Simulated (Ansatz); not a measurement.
Cd3Se: single point with PBEsol

Cd3Se:

```
Cd Se
1.0
    -2.04095    2.04095    6.08708
     2.04095   -2.04095    6.08708
     2.04095    2.04095   -6.08708
Cd Se
3 1
Cartesian
  0.0000 0.0000 6.0871
  2.0410 0.0000 3.0435
  0.0000 2.0410 3.0435
  0.0000 0.0000 0.0000
```

The cell comes from a database or a generator and needn't be the stable form of this composition.

```yaml
Program: Ansatz 0.2.0
Task: single point
Functional: PBEsol
Potentials_or_basis: Ansatz PAW
Cutoff: "420 eV (not typed: the program's choice for these potentials)"
k_mesh: 9 × 9 × 9
Occupations: fermi-dirac, width 0.05 eV
Spin: no spin polarisation
```

```yaml
Pressure: -3.7 GPa
Band_gap_on_the_k_mesh: none (metal or under the smearing width)
```

Stress tensor (GPa, compression positive):
```
-4.56  0.00  0.00
 0.00 -4.56  0.00
 0.00  0.00 -2.05
```

Levels at points of the mesh, in eV from the Fermi level:
```tsv
k point	band 36	band 37	band 38	band 39	band 40	band 41
(0.00, 0.00, 0.00)	-1.91	-1.91	-0.59	2.36	2.71	2.71
```

Run time: 10 s on 2 threads of Arm Neoverse V1, on a shared host, peak memory 0.53 GiB.

Caveat: the PAW data sets come from PBE, with cores solved anew for the run's functional, which leaves a small shift of forces and pressure.
